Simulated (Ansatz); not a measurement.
# Fe5Co3: further runs on the relaxed cell

The task here is to estimate one member of a computed series from the others.

Program: Ansatz 0.2.0. Level of theory: DFT PBEsol, scalar-relativistic, plane waves, PAW. These are calculated values, not measurements.

## The system as given

Symmetry: Im-3m, No. 229, cubic system. The conventional cell has a = 5.609 Å, b = 5.609 Å, c = 5.609 Å, α = 90.00°, β = 90.00°, γ = 90.00°. Fe (site symmetry m-3m) has 8 Fe at 2.43 Å as nearest neighbours. Around Fe (site symmetry -3m) lie 2 Fe at 2.43 Å and 6 Co at 2.43 Å. Around Co (site symmetry 4/mmm) lie 8 Fe at 2.43 Å.

As a file:

```
CELL_PARAMETERS angstrom
-2.80454 2.80454 2.80454
2.80454 -2.80454 2.80454
2.80454 2.80454 -2.80454
ATOMIC_POSITIONS crystal
Fe 0.00000 0.00000 0.00000
Fe 0.00000 0.00000 0.50000
Fe 0.00000 0.50000 0.00000
Fe 0.50000 0.00000 0.00000
Fe 0.50000 0.50000 0.50000
Co 0.00000 0.50000 0.50000
Co 0.50000 0.50000 0.00000
Co 0.50000 0.00000 0.50000
```

It goes back to an entry of the Materials Project, which need not be the stable form.

It is the result of an earlier relaxation at this level (volume 11.03 Å³/atom; gap on the mesh: none (metal), site moments up to 2.7 μB).

Set-up of the first run:

input.yaml reads:

```yaml
crystal:
  lattice:
    - [-2.770908, 2.770908, 2.770908]
    - [2.770908, -2.770908, 2.770908]
    - [2.770908, 2.770908, -2.770908]
  atoms:
    - { symbol: Fe, position: [0.0, 0.0, 0.0], spin: 2.64 }
    - { symbol: Fe, position: [0.0, 0.0, 0.5], spin: 2.95 }
    - { symbol: Fe, position: [0.0, 0.5, 0.0], spin: 2.95 }
    - { symbol: Fe, position: [0.5, 0.0, 0.0], spin: 2.95 }
    - { symbol: Fe, position: [0.5, 0.5, 0.5], spin: 2.95 }
    - { symbol: Co, position: [0.0, 0.5, 0.5], spin: 1.99 }
    - { symbol: Co, position: [0.5, 0.5, 0.0], spin: 1.99 }
    - { symbol: Co, position: [0.5, 0.0, 0.5], spin: 1.99 }
basis:
  ecutwfc: 420
kpoints:
  mp_grid: { grid: [10, 10, 10] }
hamiltonian:
  xc: pbesol
scf:
  occupations: { method: gaussian, width: 0.1 }
output:
  forces: true
  stress: true
  eigenvalues: true
  populations: true
magnetization:
  spin_polarized: true
```

Started as:

```sh
> ansatz run input.yaml --threads 2 --pin off --max-ram 5120MiB --backend cpu --events-out ev --progress --plain --runs-dir out
```

Among the steps run: The cell as listed, for comparison; Point at V/V0 = 0.97; Volume × 1.03; Point at V/V0 = 0.94; The cell scaled to 1.06 of its volume; The cell scaled to 0.91 of its volume; Volume × 1.10; Point at V/V0 = 0.88.

One of the session's tables, all rows but one given; the rest of the session is left out.

It belongs to the step «Fit of the equation of state». 

```
volume (Å³/atom)  energy above the lowest point (meV/atom)  pressure (GPa)  largest moment (μB)
           9.706                                     137.7           36.45                 2.46
          10.037                                      73.7           25.36                 2.54
          10.368                                      31.2           15.67                 2.60
          10.699                                         ?               ?                    ?
          11.029                                       0.0            0.00                 2.69
          11.360                                       6.5           -6.24                 2.72
          11.691                                      25.0          -11.52                 2.74
          12.132                                      64.8          -17.23                 2.78
```

**Question.** Estimate the row for volume (Å³/atom) = 10.699.

Worked estimate for «energy above the lowest point (meV/atom)». A straight line through the neighbours (10.368, 31.2) and (11.029, 0.0) gives 31.2 + (0.0 − 31.2) × (10.699 − 10.368) / (11.029 − 10.368) = 15.6; a parabola fitted to 4 rows on both sides gives 7.4.

The run gave: energy above the lowest point (meV/atom): 7.5; pressure (GPa): 7.26; largest moment (μB): 2.65. In «energy above the lowest point (meV/atom)» the line misses by +8.1 and the parabola by -0.1.
